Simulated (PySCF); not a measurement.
# Gd²⁺: excitation energy in cc-pVDZ-X2C

Wanted: the excitation energy of gadolinium, up a ladder of methods.

Program: PySCF 2.14.0. Level of theory: unrestricted determinants in a Gaussian basis, no spin-orbit coupling in the energies. These are calculated values, not measurements, unless marked.

**1. The atom as given**

```
Element                                   : gadolinium (Z = 64)
Basis                                     : cc-pVDZ-X2C
Hamiltonian                               : scalar relativity by spin-free X2C-1e
State 1                                   : Gd²⁺: [Xe] 4f8, high-spin 7F determinant (an excited configuration)
Needed too, but not shown                 : Gd²⁺ [Xe] 4f7 5d1 (9D)
Methods                                   : UHF, LDA, PBE, PBE0, r2SCAN, MP2
Core shells frozen in the correlated runs : valence: [Kr] 4d10; valence and next inner shell: [Ar] 3d10 (for Gd²⁺)
```

The outer shells:

Gd2+ [Xe] 4f8
```
[Xe] core
4f [↑↓][↑ ][↑ ][↑ ][↑ ][↑ ][↑ ]
```

The runs were made by one driver on top of PySCF. The scripts below sum up each run's settings (the driver also hands on starting orbitals that pick excited configurations, and frozen orbitals as a list rather than a count), and the logs come from the driver's own runs. The driver starts from symmetry-adapted Hartree-Fock orbitals, holds the occupation by maximum overlap and uses a logarithmic radial grid for functionals, so a plain start would take other cycles.

The driver's launch:

```
$ OMP_NUM_THREADS=1 python atomrun2.py TASK.json OUT
```

The integrals over 84 functions and the set-up took 5.2 s of CPU time.

**2. Gd²⁺ [Xe] 4f8, method by method**

Level: UHF.

Input file input.py:

```python
from pyscf import gto, scf, dft, mp, cc
import basis_set_exchange as bse
mol = gto.M(atom="Gd 0 0 0", charge=2, spin=6, symmetry="D2h",
            basis=gto.basis.parse(bse.get_basis("cc-pVDZ-X2C", elements=["Gd"], fmt="nwchem", header=False)),
            nucmod="G")
mf = scf.UHF(mol).sfx2c1e()
mf.irrep_nelec = {'Ag': (9, 9), 'B1g': (2, 2), 'B2g': (2, 2), 'B3g': (2, 2), 'Au': (1, 0), 'B1u': (6, 4), 'B2u': (6, 5), 'B3u': (6, 4)}
mf.kernel()
```

The program printed:

```text
damping factor = 0
level_shift factor = 0
DIIS = <class 'pyscf.scf.diis.CDIIS'>
diis_start_cycle = 1
diis_space = 10
diis_damp = 0
SCF conv_tol = 1e-09
SCF conv_tol_grad = None
number electrons alpha = 34  beta = 28
cycle= 1 E= -11266.0131047968  delta_E= -0.00409  |g|= 0.0143  |ddm|= 0.0524
cycle= 2 E= -11266.0131362922  delta_E= -3.15e-05  |g|= 0.0021  |ddm|= 0.00563
cycle= 3 E= -11266.0131382463  delta_E= -1.95e-06  |g|= 0.000915  |ddm|= 0.00221
cycle= 4 E= -11266.0131384631  delta_E= -2.17e-07  |g|= 0.000437  |ddm|= 0.000752
cycle= 5 E= -11266.0131385434  delta_E= -8.03e-08  |g|= 4.87e-05  |ddm|= 0.000487
cycle= 6 E= -11266.0131385453  delta_E= -1.96e-09  |g|= 5.92e-06  |ddm|= 7.14e-05
cycle= 7 E= -11266.0131385453  delta_E= -1.64e-11  |g|= 9.47e-07  |ddm|= 7.35e-06
converged SCF energy = -11266.0131385453  <S^2> = 12.010225  2S+1 = 7.0029209
```

CPU time 0.67 s on a shared host, the integrals not counted.

The occupied shells:

```
shell  electrons  mean orbital energy (eV)  spread (eV)  rms radius (bohr)
 1s α          1                  -50497.9            0             0.0249
 1s β          1                  -50497.9            0             0.0249
 2s α          1                   -8463.0            0              0.101
 2s β          1                   -8462.8            0              0.101
 2p α          3                   -7537.9        0.272             0.0907
 2p β          3                   -7537.7        0.249             0.0907
 3s α          1                   -1932.2            0              0.260
 3s β          1                   -1928.4            0              0.260
 3p α          3                   -1638.7        1.648              0.260
 3p β          3                   -1634.5        0.854              0.260
 3d α          5                   -1244.6        1.317              0.239
 3d β          5                   -1240.0        0.276              0.239
 4s α          1                   -421.18            0              0.589
 4s β          1                   -411.09            0              0.589
 4p α          3                   -322.25        2.842              0.625
 4p β          3                   -311.05        0.721              0.625
 4d α          5                   -181.95        2.430              0.691
 4d β          5                   -167.35        1.730              0.691
 5s α          1                   -71.522            0               1.47
 5s β          1                   -67.664            0               1.47
 5p α          3                   -44.914        1.296               1.71
 5p β          3                   -42.003        0.599               1.71
 4f α          7                   -28.244        2.946              0.997
 4f β          1                   -20.932            0              0.997
```

⟨S²⟩ = 12.010, ⟨L²⟩ = 12.01.

Spin-orbit constants on these orbitals (cm⁻¹; bare nucleus, screened nucleus, mean field): 4f 2921, 1643, n/a. To first order in LS coupling the lowest level has J = 6 and lies 0.306 eV below the centre of the term.

Spin-orbit coupling, absent here, splits the open shell strongly.

Level: LDA.

Changes to input.py:

```diff
@@ -5,3 +5,3 @@
             nucmod="G")
-mf = scf.UHF(mol).sfx2c1e()
+mf = dft.UKS(mol, xc="LDA,VWN").sfx2c1e()
 mf.irrep_nelec = {'Ag': (9, 9), 'B1g': (2, 2), 'B2g': (2, 2), 'B3g': (2, 2), 'Au': (1, 0), 'B1u': (6, 4), 'B2u': (6, 5), 'B3u': (6, 4)}
```

The program printed:

```text
damping factor = 0
level_shift factor = 0
DIIS = <class 'pyscf.scf.diis.CDIIS'>
diis_start_cycle = 1
diis_space = 10
diis_damp = 0
SCF conv_tol = 1e-09
SCF conv_tol_grad = None
number electrons alpha = 34  beta = 28
XC functionals = LDA,VWN
    P. A. M. Dirac.,  Math. Proc. Cambridge Philos. Soc. 26, 376 (1930)
    F. Bloch.,  Z. Phys. 57, 545 (1929)
    S. H. Vosko, L. Wilk, and M. Nusair.,  Can. J. Phys. 58, 1200 (1980)
cycle= 1 E= -11261.7080719796  delta_E= -0.00494  |g|= 0.402  |ddm|= 0.392
cycle= 2 E= -11261.6470706628  delta_E= 0.061  |g|= 0.755  |ddm|= 0.549
cycle= 3 E= -11261.7302225092  delta_E= -0.0832  |g|= 0.0132  |ddm|= 0.384
cycle= 4 E= -11261.7302502647  delta_E= -2.78e-05  |g|= 0.00105  |ddm|= 0.00725
cycle= 5 E= -11261.7302504377  delta_E= -1.73e-07  |g|= 3.26e-05  |ddm|= 0.000527
cycle= 6 E= -11261.730250438  delta_E= -2.15e-10  |g|= 3.21e-06  |ddm|= 1.94e-05
converged SCF energy = -11261.730250438  <S^2> = 12.005429  2S+1 = 7.0015509
```

It used 0.68 s of CPU time after the integrals (shared host).

Level: PBE.

Changes to input.py:

```diff
@@ -5,3 +5,3 @@
             nucmod="G")
-mf = dft.UKS(mol, xc="LDA,VWN").sfx2c1e()
+mf = dft.UKS(mol, xc="PBE").sfx2c1e()
 mf.irrep_nelec = {'Ag': (9, 9), 'B1g': (2, 2), 'B2g': (2, 2), 'B3g': (2, 2), 'Au': (1, 0), 'B1u': (6, 4), 'B2u': (6, 5), 'B3u': (6, 4)}
```

The program printed:

```text
damping factor = 0
level_shift factor = 0
DIIS = <class 'pyscf.scf.diis.CDIIS'>
diis_start_cycle = 1
diis_space = 10
diis_damp = 0
SCF conv_tol = 1e-09
SCF conv_tol_grad = None
number electrons alpha = 34  beta = 28
XC functionals = PBE
    J. P. Perdew, K. Burke, and M. Ernzerhof.,  Phys. Rev. Lett. 77, 3865 (1996)
    J. P. Perdew, K. Burke, and M. Ernzerhof.,  Phys. Rev. Lett. 78, 1396 (1997)
    J. P. Perdew, K. Burke, and M. Ernzerhof.,  Phys. Rev. Lett. 77, 3865 (1996)
    J. P. Perdew, K. Burke, and M. Ernzerhof.,  Phys. Rev. Lett. 78, 1396 (1997)
cycle= 1 E= -11269.8440676171  delta_E= -0.00405  |g|= 0.393  |ddm|= 0.37
cycle= 2 E= -11269.7845497431  delta_E= 0.0595  |g|= 0.743  |ddm|= 0.538
cycle= 3 E= -11269.865713143  delta_E= -0.0812  |g|= 0.00932  |ddm|= 0.368
cycle= 4 E= -11269.8657261232  delta_E= -1.3e-05  |g|= 0.00143  |ddm|= 0.00426
cycle= 5 E= -11269.8657264482  delta_E= -3.25e-07  |g|= 2.07e-05  |ddm|= 0.000743
cycle= 6 E= -11269.8657264484  delta_E= -1.67e-10  |g|= 7.62e-06  |ddm|= 2.5e-05
converged SCF energy = -11269.8657264484  <S^2> = 12.005408  2S+1 = 7.0015451
```

It used 1.4 s of CPU time after the integrals (shared host).

Level: PBE0.

Changes to input.py:

```diff
@@ -5,3 +5,3 @@
             nucmod="G")
-mf = dft.UKS(mol, xc="PBE").sfx2c1e()
+mf = dft.UKS(mol, xc="PBE0").sfx2c1e()
 mf.irrep_nelec = {'Ag': (9, 9), 'B1g': (2, 2), 'B2g': (2, 2), 'B3g': (2, 2), 'Au': (1, 0), 'B1u': (6, 4), 'B2u': (6, 5), 'B3u': (6, 4)}
```

The program printed:

```text
damping factor = 0
level_shift factor = 0
DIIS = <class 'pyscf.scf.diis.CDIIS'>
diis_start_cycle = 1
diis_space = 10
diis_damp = 0
SCF conv_tol = 1e-09
SCF conv_tol_grad = None
number electrons alpha = 34  beta = 28
XC functionals = PBE0
    C. Adamo and V. Barone.,  J. Chem. Phys. 110, 6158 (1999)
    M. Ernzerhof and G. E. Scuseria.,  J. Chem. Phys. 110, 5029 (1999)
cycle= 1 E= -11269.7826054048  delta_E= -0.00976  |g|= 0.205  |ddm|= 0.239
cycle= 2 E= -11269.7741133344  delta_E= 0.00849  |g|= 0.314  |ddm|= 0.272
cycle= 3 E= -11269.7880212195  delta_E= -0.0139  |g|= 0.0109  |ddm|= 0.163
cycle= 4 E= -11269.7880383006  delta_E= -1.71e-05  |g|= 0.00106  |ddm|= 0.00625
cycle= 5 E= -11269.7880384854  delta_E= -1.85e-07  |g|= 0.00011  |ddm|= 0.000949
cycle= 6 E= -11269.7880384873  delta_E= -1.88e-09  |g|= 1.89e-06  |ddm|= 7.52e-05
cycle= 7 E= -11269.7880384873  delta_E= -1.27e-11  |g|= 4.78e-07  |ddm|= 3.18e-06
converged SCF energy = -11269.7880384873  <S^2> = 12.006093  2S+1 = 7.0017406
```

It used 1.8 s of CPU time after the integrals (shared host).

Level: r2SCAN.

Changes to input.py:

```diff
@@ -5,3 +5,3 @@
             nucmod="G")
-mf = dft.UKS(mol, xc="PBE0").sfx2c1e()
+mf = dft.UKS(mol, xc="R2SCAN").sfx2c1e()
 mf.irrep_nelec = {'Ag': (9, 9), 'B1g': (2, 2), 'B2g': (2, 2), 'B3g': (2, 2), 'Au': (1, 0), 'B1u': (6, 4), 'B2u': (6, 5), 'B3u': (6, 4)}
```

The program printed:

```text
damping factor = 0
level_shift factor = 0
DIIS = <class 'pyscf.scf.diis.CDIIS'>
diis_start_cycle = 1
diis_space = 10
diis_damp = 0
SCF conv_tol = 1e-09
SCF conv_tol_grad = None
number electrons alpha = 34  beta = 28
XC functionals = R2SCAN
    J. W. Furness, A. D. Kaplan, J. Ning, J. P. Perdew, and J. Sun.,  J. Phys. Chem. Lett. 11, 8208-8215 (2020)
    J. W. Furness, A. D. Kaplan, J. Ning, J. P. Perdew, and J. Sun.,  J. Phys. Chem. Lett. 11, 9248-9248 (2020)
    J. W. Furness, A. D. Kaplan, J. Ning, J. P. Perdew, and J. Sun.,  J. Phys. Chem. Lett. 11, 8208-8215 (2020)
    J. W. Furness, A. D. Kaplan, J. Ning, J. P. Perdew, and J. Sun.,  J. Phys. Chem. Lett. 11, 9248-9248 (2020)
cycle= 1 E= -11270.1422364086  delta_E= -0.00677  |g|= 0.297  |ddm|= 0.239
cycle= 2 E= -11270.1145010153  delta_E= 0.0277  |g|= 0.525  |ddm|=  0.4
cycle= 3 E= -11270.15423559  delta_E= -0.0397  |g|= 0.00966  |ddm|= 0.262
cycle= 4 E= -11270.1542496566  delta_E= -1.41e-05  |g|= 0.00105  |ddm|= 0.00483
cycle= 5 E= -11270.1542499278  delta_E= -2.71e-07  |g|= 0.000214  |ddm|= 0.00189
cycle= 6 E= -11270.1542499681  delta_E= -4.03e-08  |g|= 0.000225  |ddm|= 0.000549
cycle= 7 E= -11270.154249598  delta_E= 3.7e-07  |g|= 2.43e-05  |ddm|= 0.00898
cycle= 8 E= -11270.1542495944  delta_E= 3.59e-09  |g|= 6.24e-06  |ddm|= 0.000794
cycle= 9 E= -11270.1542495942  delta_E= 1.86e-10  |g|= 9.1e-07  |ddm|= 0.000242
converged SCF energy = -11270.1542495942  <S^2> = 12.00843  2S+1 = 7.0024082
```

It used 3.6 s of CPU time after the integrals (shared host).

Level: MP2 (valence).

Changes to input.py:

```diff
@@ -5,4 +5,5 @@
             nucmod="G")
-mf = dft.UKS(mol, xc="R2SCAN").sfx2c1e()
+mf = scf.UHF(mol).sfx2c1e()
 mf.irrep_nelec = {'Ag': (9, 9), 'B1g': (2, 2), 'B2g': (2, 2), 'B3g': (2, 2), 'Au': (1, 0), 'B1u': (6, 4), 'B2u': (6, 5), 'B3u': (6, 4)}
 mf.kernel()
+mp.UMP2(mf, frozen=23).kernel()
```

This step left no log, only its results.

CPU time 0.19 s on a shared host, the integrals not counted.

With 16 electrons correlated, the MP2 correlation energy is -0.49691 hartree (-0.22028 same spin, -0.27663 opposite spin); the SCS form gives -0.40539. Largest pairs of shells: 4f-4f -0.1593, 4f-5p -0.1534, 5p-5p -0.1169, 5s-5p -0.0309, 4f-5s -0.0305.

Level: MP2 (valence and next inner shell).

Changes to input.py:

```diff
@@ -8,2 +8,2 @@
 mf.kernel()
-mp.UMP2(mf, frozen=23).kernel()
+mp.UMP2(mf, frozen=14).kernel()
```

No log was kept for this step.

It used 0.29 s of CPU time after the integrals (shared host).

With 34 electrons correlated, the MP2 correlation energy is -0.90274 hartree (-0.38059 same spin, -0.52215 opposite spin); the SCS form gives -0.75344. Largest pairs of shells: 4f-4f -0.1593, 4d-4f -0.1538, 4f-5p -0.1534, 5p-5p -0.1169, 4d-4d -0.0866.

Radial density 4πr²ρ of Gd²⁺ at UHF, without picture-change correction:

```
r (bohr)   density  spin density
0.000473      2.13         0.000
0.000796      4.60         0.000
 0.00134      9.71         0.000
 0.00225      19.7         0.000
 0.00379      37.0         0.001
 0.00637      61.6         0.001
  0.0107      83.4         0.002
  0.0180      84.2         0.003
  0.0303      74.9         0.008
  0.0510       102         0.014
  0.0858       104         0.013
   0.144      88.8         0.231
   0.243      82.4         1.694
   0.408      43.2         5.700
   0.687      37.9         6.750
    1.15      12.5         3.049
    1.94      4.26         0.349
    3.27     0.218        -0.004
    5.50   0.00147         0.000
    9.24  1.84e-05         0.000
```

**3. Differences of total energies**

Excitation energy: Gd²⁺ [Xe] 4f7 5d1 (9D) → Gd²⁺ [Xe] 4f8 (7F).

```
                                method  value (eV)
                                   UHF       3.594
                                   LDA      -1.058
                                   PBE      -0.964
                                  PBE0       0.031
                                r2SCAN      -0.135
                         MP2 (valence)       1.038
                     SCS-MP2 (valence)       1.097
    MP2 (valence and next inner shell)       0.711
SCS-MP2 (valence and next inner shell)       0.840
```

A first-order spin-orbit estimate (lowest level to lowest level, LS coupling) adds -0.121 eV.

The differences also use runs on Gd²⁺ [Xe] 4f7 5d1 (9D), which are not shown here.

**4. Outcome**

```
                          quantity                                                   value
excitation energy, Gd²⁺ → [Xe] 4f8  UHF 3.594, MP2 (valence and next inner shell) 0.711 eV
```

In words: The methods span 4.652 eV, from LDA (-1.058) to UHF (3.594). No reference value is at hand in this session. The basis is finite, and no extrapolation was made.
